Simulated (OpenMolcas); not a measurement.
# V⁴⁺ among point charges: CASSCF and CASPT2 levels and susceptibility

How does a field of 5 point charges split the states of V⁴⁺, and what χT follows?

The numbers are computed with OpenMolcas 26.06 (state-averaged CASSCF and CASPT2, spin-orbit coupling by RASSI with atomic mean-field integrals), except any that are marked as measured or tabulated.

## Step 1: Starting point

- Species: V⁴⁺ (vanadium, Z = 23, 19 electrons)
- Basis: ANO-RCC-VDZP [5s4p2d1f], 34 functions
- Scalar Hamiltonian: DKH2, point nucleus
- Inactive shells: 1s 2s 2p 3s 3p
- Active space: 1 electron in 5 orbitals (3d)
- Some configurations of this space: 3d
- Orbitals: optimised for each spin and parity, averaged over all roots

Outer shells as boxes (Hund's rule):

3d
```
3d [↑ ][  ][  ][  ][  ]
```

The ion sits among 5 point charges of -1.3 e arranged as a square pyramid (C4v), 2.09 Å from the ion, with the axial distance 1.881 Å.

The work runs as a chain of OpenMolcas steps in one folder; each step below is one input file. Labels, J, g values, rates, χT and fits are worked out afterwards by a script from the matrices that RASSI stores.

## Step 2: Basis and integrals

File a.inp:

```
&GATEWAY
Coord
1

V 0.0 0.0 0.0
Basis=ANO-RCC-VDZP
Group=NoSym
NoMove
AngMom=0.0 0.0 0.0
AMFI
XField
5 Angstrom 0
2.090000 0.000000 0.000000 -1.300000
0.000000 2.090000 0.000000 -1.300000
-2.090000 0.000000 0.000000 -1.300000
0.000000 -2.090000 0.000000 -1.300000
0.000000 0.000000 1.881000 -1.300000
&SEWARD
```

On the command line:

```
> OMP_NUM_THREADS=1 MOLCAS_MEM=1689 MOLCAS_PROJECT=a pymolcas a.inp > a.log
```

## Step 3: Reference wave functions, doublets, 5 roots

File a.inp:

```
&RASSCF
FileOrb=start.orb
Symmetry=1
Spin=2
nActEl=1 0 0
Inactive=9
Ras2=5
CIRoot=5 5 1
SDav=5
CIMx=300
Iter=120 100
PrWF=0.3
OrbListing=Nothing
MaxOrb=0
>>> COPY $Project.JobIph JOB001
```

start.orb holds the contracted functions of the basis, ordered by shell, or the orbitals of the step before.

## Step 4: State interaction with spin-orbit coupling

File a.inp:

```
&RASSI
NrOfJobIphs=1 5
1 2 3 4 5
IphNames
JOB001
EJob
SpinOrbit
DIPRint=1.0
SOCoupling=1000.0
Subsets=2
Property=9
'ANGMOM' 1 'ANGMOM' 2 'ANGMOM' 3 'MLTPL  1' 1 'MLTPL  1' 2 'MLTPL  1' 3
'AMFI' 1 'AMFI' 2 'AMFI' 3
SOProperty=3
'ANGMOM' 1 'ANGMOM' 2 'ANGMOM' 3
```

## Step 5: CASPT2: IPEA 0.25, imaginary shift 0.1 (closed shells correlated: 3s 3p)

File a.inp:

```
>>> COPY JOB001 $Project.JobIph
&CASPT2
Multistate=5 1 2 3 4 5
NoMult
Frozen=5
IPEA=0.25
Imaginary=0.1
MaxIter=60
WThr=0.0 0.3 0.05
PrWF=0.5
NoMix
```

(Steps that only read results are left out.)

What does the calculation give? Wanted: spin-free ground state; first state of the same spin within the active space; lowest level; next level.

The runs gave:

```
                                            quantity                                                                        value
                                              method  SS-CASPT2, IPEA 0.25, imaginary shift 0.1 (closed shells correlated: 3s 3p)
                              spin-free ground state                                          doublet, 2-fold in its orbital part
first state of the same spin within the active space                                                         doublet at 1100 cm⁻¹
                                        lowest level                                                 2-fold, g = 0.10, 0.96, 0.96
                                          next level                                                                   279.8 cm⁻¹
                                         χT at 300 K                                                               0.36 cm³ K/mol
                           effective moment at 300 K                                                                      1.69 μB
```

Cost by method:

```csv
method,time of its own steps,time with the reference
A. CASSCF,2.4 s,2.4 s
"B. SS-CASPT2, IPEA 0.25, imaginary shift 0.1, +3s 3p",0.82 s,3.2 s
```

Times are of one thread on a shared host.

What this shows: The spin-free ground state (doublet) comes to 100 % from free-ion D terms and keeps the highest spin of the shell. χT at 300 K is 0.36, against 0.38 cm³ K/mol for the spin alone; near agreement at one temperature doesn't show that the orbital moment is quenched. The field of point charges can differ much from that of real complexes. This is an electrostatic model: the charges have no orbitals.
